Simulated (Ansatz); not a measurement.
# AsH2 (quartet): the correlation ladder, aug-cc-pVDZ

Aim: climb from Hartree-Fock through coupled cluster and multireference methods for AsH2 (quartet) at one geometry and basis, and see what each rung misses.

Method: aug-cc-pVDZ, core rule «outside noble gas», up to 14 orbitals frozen; program: Ansatz 0.2.0, Gaussian basis.

Plan: UHF; CCSD(T) on ROHF; CCSD(T) on UHF; BCCD(T) on ROHF; CISD; CCSDT(Q) on ROHF; CCSDT(Q) on UHF; CISDTQ; CCSDTQ on ROHF; CCSDTQ on UHF; CASSCF and MRCISD+Q, 7 electrons in 6 orbitals; CASSCF and NEVPT2, 7 electrons in 6 orbitals; Full CI.

3 further runs of the same task are left out: 3 set aside as unsound or not needed.

## Step 1: The geometry

The geometry is a PBE0/def2-TZVP stationary point (not a proven minimum) of the parent state, kept for this charge and spin. No spin-orbit coupling is included. The filled d shell of As may be among the frozen orbitals whatever the setting's name suggests; the logs give the count.

3 atoms, charge 0, spin multiplicity 4.

Atoms are counted from 1 here; the program's logs count them from 0.

Bond lengths: As1–H2 1.526 Å, As1–H3 1.526 Å. Angles: H2–As1–H3 90.7°.

Geometry (Å):

```
As    0.0000   -0.0281    0.0000
H     0.0000    1.0445   -1.0859
H     0.0000    1.0445    1.0859
```

## Step 2: UHF

Contents of in.yaml:

```yaml
crystal:
  periodic: [false, false, false]
  atoms:
    - {symbol: As, position_ang: [0.000000, -0.028104, 0.000000]}
    - {symbol: H, position_ang: [0.000000, 1.044500, -1.085896]}
    - {symbol: H, position_ang: [0.000000, 1.044492, 1.085904]}
basis:
  gaussian: {orbitals: aug-cc-pVDZ}
magnetization: {spin_polarized: true, initial_magnetization: 3}
hamiltonian: {xc: hf}
output: {orbitals: {seedname: orbitals}}
```

Run with:

```
$ ansatz run in.yaml --threads 1 --pin off --events-out ev --progress --plain --max-ram 2764MiB --backend cpu
```

The runs that follow: CCSD(T) on ROHF; CCSD(T) on UHF; BCCD(T) on ROHF; CISD; CCSDT(Q) on ROHF; CCSDT(Q) on UHF; CISDTQ; CCSDTQ on ROHF; CCSDTQ on UHF; CASSCF and MRCISD+Q, 7 electrons in 6 orbitals; CASSCF and NEVPT2, 7 electrons in 6 orbitals; Full CI.

Q: Predict the results of all the runs planned. Wanted: FCI below the RHF energy; RMP2 from FCI; UMP2 from FCI; RCCSD from FCI; RCCSD(T) from FCI; UCCSD(T) from FCI; RCCSDT(Q) from FCI; UCCSDT(Q) from FCI; NEVPT2 valence from FCI.

As calculated:

| quantity | value |
| --- | --- |
| FCI below the RHF energy | -3.3342 eV |
| RMP2 from FCI | +809.0 meV |
| UMP2 from FCI | +816.6 meV |
| RCCSD from FCI | +132.2 meV |
| RCCSD(T) from FCI | +38.3 meV |
| UCCSD(T) from FCI | +29.0 meV |
| RCCSDT(Q) from FCI | +0.1 meV |
| UCCSDT(Q) from FCI | -10.7 meV |
| NEVPT2 valence from FCI | +693.8 meV |
| MRCISD+Q valence from FCI | +8.0 meV |
| levels within 1 kcal/mol (43 meV) | RCCSD(T), UCCSD(T), BCCD(T), RCCSDT, UCCSDT, CISDTQ, RCCSDT(Q), UCCSDT(Q), RCCSDTQ, UCCSDTQ, MRCISD+Q valence |
| T1 diagnostic | 0.024 |
| effectively unpaired electrons | 3.05 |

RCCSD(T) lands +38.3 meV from the yardstick (1.1 % of the correlation energy). UCCSDT, UCCSDT(Q), UCCSDTQ fall below full CI: unrestricted runs freeze a spin-polarised core, another one than full CI's, and coupled cluster isn't variational. One determinant dominates. Of the multireference levels listed MRCISD+Q valence comes nearest in total energy (+8.0 meV), which doesn't show that its space is the better one. These misses are within one basis, not against nature; the frozen cores of restricted and unrestricted runs differ, which can shift their rows.
